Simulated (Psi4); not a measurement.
# CH3FGeO (SMILES C[O][Ge][F]) at B3LYP/def2-TZVP (density fitting)

We compute molecular dynamics of CH3FGeO. The job is set up through an ASE script.

Program for the calculation: Psi4 1.11.

## (1) Starting point

The species is CH3FGeO (7 atoms), meant as a singlet with charge 0. As SMILES, `C[O][Ge][F]`. The coordinates come from a PBE0-D4/def2-TZVP relaxation. This is one conformer, not always the lowest. The run starts from this shape.

Bond lengths: C1–O2 1.413 Å, O2–Ge3 1.764 Å, Ge3–F4 1.768 Å, C1–H5 1.092 Å, C1–H6 1.093 Å, C1–H7 1.093 Å. Angles: C1–O2–Ge3 128.6°, O2–Ge3–F4 99.1°, O2–C1–H5 112.1°, O2–C1–H6 109.1°, O2–C1–H7 109.0°, H5–C1–H6 109.1°, H5–C1–H7 109.1°, H6–C1–H7 108.4°.

## (2) A short trajectory at B3LYP/def2-TZVP (density fitting)

Input file ch3fgeo.xyz:

```xyz
7
CH3FGeO
C     -0.504800     0.491500     0.394900
O      0.412400     0.624200    -0.671900
Ge     1.441700    -0.610700    -1.398400
F      0.967400    -1.990600    -0.400200
H     -0.548500    -0.532200     0.773800
H     -0.208000     1.161100     1.206600
H     -1.498700     0.788500     0.049700
```

Input file ch3fgeo_ase.py:

```python
import numpy as np
from ase.calculators.psi4 import Psi4
from ase.io import read
from ase import units
from ase.md.velocitydistribution import MaxwellBoltzmannDistribution, Stationary
from ase.md.verlet import VelocityVerlet

atoms = read('ch3fgeo.xyz')
calc = Psi4(atoms=atoms, method='b3lyp', basis='def2-TZVP', memory='1600MB', num_threads=1, charge=0, multiplicity=1, label='psi4-calc', reference='rks')
atoms.calc = calc

MaxwellBoltzmannDistribution(atoms, temperature_K=600.0, rng=np.random.default_rng(642))
Stationary(atoms)
dyn = VelocityVerlet(atoms, 1.0 * units.fs)
def show():
    ep, ek = atoms.get_potential_energy(), atoms.get_kinetic_energy()
    print(f'step {dyn.nsteps:3d}  Epot {ep:14.6f}  Ekin {ek:9.6f}  Etot {ep + ek:14.6f} eV  T {atoms.get_temperature():7.1f} K')
dyn.attach(show)
dyn.run(25)
```

Command:

```
$ python ch3fgeo_ase.py
```

psi4-calc.dat:

```text
[...]
  Running in c1 symmetry.
[...]
  Nuclear repulsion =  267.769265478334148
[...]
  Multiplicity = 1
[...]
  Nalpha       = 29
  Nbeta        = 29
[...]
    Number of basis functions: 159
[...]
   @DF-RKS iter   1: -2290.76876148355359   -2.65672e+00   1.87413e-02 ADIIS/DIIS
[...]
   @DF-RKS iter  12: -2292.17936423825040   -5.91172e-12   4.35706e-09 DIIS
[...]
    Orbital Energies [Eh]
    ---------------------
    Doubly Occupied:
       1A   -398.771504     2A    -49.808921     3A    -44.331379
       4A    -44.329640     5A    -44.328591     6A    -24.639990
       7A    -19.139406     8A    -10.232133     9A     -6.244207
      10A     -4.419115    11A     -4.414682    12A     -4.410781
      13A     -1.247505    14A     -1.241098    15A     -1.239665
      16A     -1.236361    17A     -1.232701    18A     -1.124588
      19A     -0.975740    20A     -0.688755    21A     -0.527937
      22A     -0.453430    23A     -0.444638    24A     -0.442030
      25A     -0.398991    26A     -0.392784    27A     -0.329601
      28A     -0.309203    29A     -0.291577
[...]
  @DF-RKS Final Energy: -2292.17936423825040
   => Energetics <=
    Nuclear Repulsion Energy =            267.7692654783341482
    One-Electron Energy =               -3725.0546644287255731
    Two-Electron Energy =                1249.4172618208567656
    DFT Exchange-Correlation Energy =     -84.3112271087157410
    Empirical Dispersion Energy =           0.0000000000000000
    VV10 Nonlocal Energy =                  0.0000000000000000
    Total Energy =                      -2292.1793642382504004
[...]
 Multipole Moments:
 ------------------------------------------------------------------------------------
     Multipole            Electronic (a.u.)      Nuclear  (a.u.)        Total (a.u.)
 ------------------------------------------------------------------------------------
 L = 1.  Multiply by 2.5417464519 to convert [e a0] to [Debye]
 Dipole X            :          9.2196026           -9.3301091           -0.1105065
 Dipole Y            :         -5.0236827            5.4043152            0.3806325
 Dipole Z            :         -8.5874206            8.5591837           -0.0282370
 Magnitude           :                                                    0.3973539
[...]
  -Total Gradient:
     Atom            X                  Y                   Z
    ------   -----------------  -----------------  -----------------
       1       -0.012588525130     0.005247891002     0.024016356796
       2        0.018160682768     0.010229940623    -0.027589478456
       3        0.004117271167    -0.004045511075    -0.003666879271
       4        0.001864094697    -0.006252215682     0.000631766848
       5       -0.000831240185    -0.013773562932     0.005295374764
       6       -0.001980924394    -0.000628203615     0.005476518802
       7       -0.008742177734     0.009240386010    -0.004201472065
[...]
```

Standard output:

```text
step   0  Epot  -62373.511930  Ekin  0.236854  Etot  -62373.275076 eV  T   261.8 K
step   1  Epot  -62373.498779  Ekin  0.224257  Etot  -62373.274522 eV  T   247.8 K
step   2  Epot  -62373.473217  Ekin  0.199500  Etot  -62373.273716 eV  T   220.5 K
step   3  Epot  -62373.446899  Ekin  0.173627  Etot  -62373.273272 eV  T   191.9 K
step   4  Epot  -62373.426293  Ekin  0.152940  Etot  -62373.273352 eV  T   169.0 K
step   5  Epot  -62373.410022  Ekin  0.136404  Etot  -62373.273618 eV  T   150.8 K
step   6  Epot  -62373.394115  Ekin  0.120600  Etot  -62373.273515 eV  T   133.3 K
step   7  Epot  -62373.380186  Ekin  0.107266  Etot  -62373.272921 eV  T   118.5 K
step   8  Epot  -62373.376749  Ekin  0.104222  Etot  -62373.272527 eV  T   115.2 K
step   9  Epot  -62373.389033  Ekin  0.116029  Etot  -62373.273004 eV  T   128.2 K
step  10  Epot  -62373.409686  Ekin  0.135771  Etot  -62373.273914 eV  T   150.1 K
step  11  Epot  -62373.425000  Ekin  0.150693  Etot  -62373.274307 eV  T   166.5 K
step  12  Epot  -62373.428609  Ekin  0.154656  Etot  -62373.273953 eV  T   170.9 K
step  13  Epot  -62373.425246  Ekin  0.151857  Etot  -62373.273388 eV  T   167.8 K
step  14  Epot  -62373.422993  Ekin  0.149788  Etot  -62373.273205 eV  T   165.5 K
step  15  Epot  -62373.424219  Ekin  0.150669  Etot  -62373.273550 eV  T   166.5 K
step  16  Epot  -62373.423378  Ekin  0.149374  Etot  -62373.274004 eV  T   165.1 K
step  17  Epot  -62373.413604  Ekin  0.139709  Etot  -62373.273895 eV  T   154.4 K
step  18  Epot  -62373.396603  Ekin  0.123491  Etot  -62373.273112 eV  T   136.5 K
step  19  Epot  -62373.383625  Ekin  0.111074  Etot  -62373.272551 eV  T   122.8 K
step  20  Epot  -62373.382434  Ekin  0.109486  Etot  -62373.272949 eV  T   121.0 K
step  21  Epot  -62373.387094  Ekin  0.113408  Etot  -62373.273687 eV  T   125.3 K
step  22  Epot  -62373.386601  Ekin  0.112827  Etot  -62373.273774 eV  T   124.7 K
step  23  Epot  -62373.379198  Ekin  0.106014  Etot  -62373.273184 eV  T   117.2 K
step  24  Epot  -62373.373329  Ekin  0.100720  Etot  -62373.272609 eV  T   111.3 K
step  25  Epot  -62373.377517  Ekin  0.104909  Etot  -62373.272608 eV  T   115.9 K
```

It took 7.9 min on 1 thread of Intel Xeon Platinum 8259CL at 2.50GHz (Skylake/Cascade Lake), shared host; peak memory 1.5 GiB.

Steps, from the record of the run:

| step | potential energy change (eV) | largest force (eV/Å) |
| --- | --- | --- |
| 0 | 0.0000 | 0.4993 |
| 2 | 0.0387 | 1.4741 |
| 4 | 0.0856 | 2.1424 |
| 6 | 0.1178 | 2.7305 |
| 8 | 0.1352 | 2.7548 |
| 10 | 0.1022 | 2.2525 |
| 12 | 0.0833 | 1.8170 |
| 14 | 0.0889 | 1.7178 |
| 16 | 0.0886 | 1.5445 |
| 18 | 0.1153 | 1.6468 |
| 20 | 0.1295 | 1.9639 |
| 22 | 0.1253 | 1.7599 |
| 24 | 0.1386 | 1.8183 |
| 25 | 0.1344 | 1.7781 |

## (3) What came out

At B3LYP/def2-TZVP (density fitting):

| quantity | value |
| --- | --- |
| potential energy of the last frame | -2292.17936 Eh |
